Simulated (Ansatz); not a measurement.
# CH5AlFN: how energies converge with the basis set

How large a basis does CH5AlFN need? Two functionals and correlated methods are run in growing sets.

The runs use Ansatz 0.2.0, Gaussian basis; one geometry, several basis sets.

The runs, in order: PBE0-D4/def2-SVP; ωB97M-V/def2-SVP; PBE0-D4/def2-QZVPP; ωB97M-V/def2-QZVPP; CCSD(T)/cc-pV(D+d)Z; CCSD(T)/cc-pV(T+d)Z; CCSD(T)/cc-pV(Q+d)Z; the functionals' def2-TZVPP values are taken from earlier runs.

**1. Structure used throughout**

All runs share one geometry, relaxed beforehand with PBE0-D4 in a triple-zeta def2 set.

SMILES `C[NH][AlH][F]`, 9 atoms, charge 0, spin multiplicity 1.

Atoms are counted from 1 here; the program's logs count them from 0.

Bond lengths: C1–N2 1.448 Å, C1–H5 1.096 Å, C1–H6 1.093 Å, C1–H7 1.096 Å, N2–Al3 1.758 Å, N2–H8 1.009 Å, Al3–F4 1.652 Å, Al3–H9 1.571 Å. Angles: N2–C1–H5 112.3°, N2–C1–H6 110.0°, N2–C1–H7 112.3°, H5–C1–H6 107.1°, H5–C1–H7 107.8°, H6–C1–H7 107.1°, C1–N2–Al3 127.2°, C1–N2–H8 112.3°, Al3–N2–H8 120.5°, N2–Al3–F4 117.9°, N2–Al3–H9 122.1°, F4–Al3–H9 120.1°.

Coordinates:

```xyz
9
CH5AlFN
C    -0.4985    0.8345   -0.8361
N    -0.0095   -0.4424   -0.3593
Al    0.6503   -0.8017    1.2302
F     1.1431   -2.3495    1.5293
H    -1.5575    0.7965   -1.1164
H    -0.4014    1.5890   -0.0508
H     0.0647    1.1984   -1.7031
H    -0.0810   -1.1659   -1.0588
H     0.7783    0.2948    2.3478
```

**2. PBE0-D4 in def2-SVP**

Contents of in.yaml:

```yaml
crystal:
  periodic: [false, false, false]
  atoms:
    - {symbol: C, position_ang: [-0.498543, 0.834509, -0.836096]}
    - {symbol: N, position_ang: [-0.009535, -0.442439, -0.359317]}
    - {symbol: Al, position_ang: [0.650334, -0.801679, 1.230183]}
    - {symbol: F, position_ang: [1.143074, -2.349533, 1.529317]}
    - {symbol: H, position_ang: [-1.557519, 0.796532, -1.116358]}
    - {symbol: H, position_ang: [-0.401393, 1.588960, -0.050828]}
    - {symbol: H, position_ang: [0.064670, 1.198443, -1.703113]}
    - {symbol: H, position_ang: [-0.081021, -1.165891, -1.058825]}
    - {symbol: H, position_ang: [0.778333, 0.294798, 2.347838]}
basis:
  gaussian: {orbitals: def2-SVP}
hamiltonian: {xc: pbe0, dispersion: d4}
output: {orbitals: {seedname: orbitals}}
```

Command:

```
ansatz run in.yaml --threads 2 --pin off --events-out ev --progress --plain --max-ram 32768MiB --backend cpu
```

After this run come: ωB97M-V in def2-SVP; PBE0-D4 in def2-QZVPP; ωB97M-V in def2-QZVPP; CCSD(T) in cc-pV(D+d)Z; CCSD(T) in cc-pV(T+d)Z; CCSD(T) in cc-pV(Q+d)Z.

Before running them: what should the planned runs give, taken together? Wanted: MP2 correlation recovered, cc-pV(D+d)Z; MP2 correlation recovered, cc-pV(T+d)Z; MP2 correlation recovered, cc-pV(Q+d)Z; CCSD(T) limit from def2 sets; PBE0-D4: double and triple zeta above quadruple; ωB97M-V: double and triple zeta above quadruple.

**Answer**, as computed:

```
                                                                 quantity          value
                                   MP2 correlation recovered, cc-pV(D+d)Z         69.4 %
                                   MP2 correlation recovered, cc-pV(T+d)Z         88.4 %
                                   MP2 correlation recovered, cc-pV(Q+d)Z         95.2 %
CCSD(T) limit from def2 sets (earlier runs) less the limit of this series         -3 meV
                          PBE0-D4: double and triple zeta above quadruple  9.36, 0.54 eV
                          ωB97M-V: double and triple zeta above quadruple  9.54, 0.51 eV
```

What this shows: For PBE0-D4 the step from double to triple zeta gains 8.82 eV and the next only 0.54 eV. Correlation climbs from 69 % (cc-pV(D+d)Z) to 95 % (cc-pV(Q+d)Z) of the limit; Hartree-Fock is 0.165 eV from its own by then. A limit from the def2 sets, made apart, differs by 3 meV, a least measure of the doubt on such a limit. Total energies overstate the basis error of differences, where much of it tends to cancel. The LUMO of ωB97M-V is positive and keeps falling with the basis (1.77 to 0.87 eV): an unbound level that the basis holds in place.
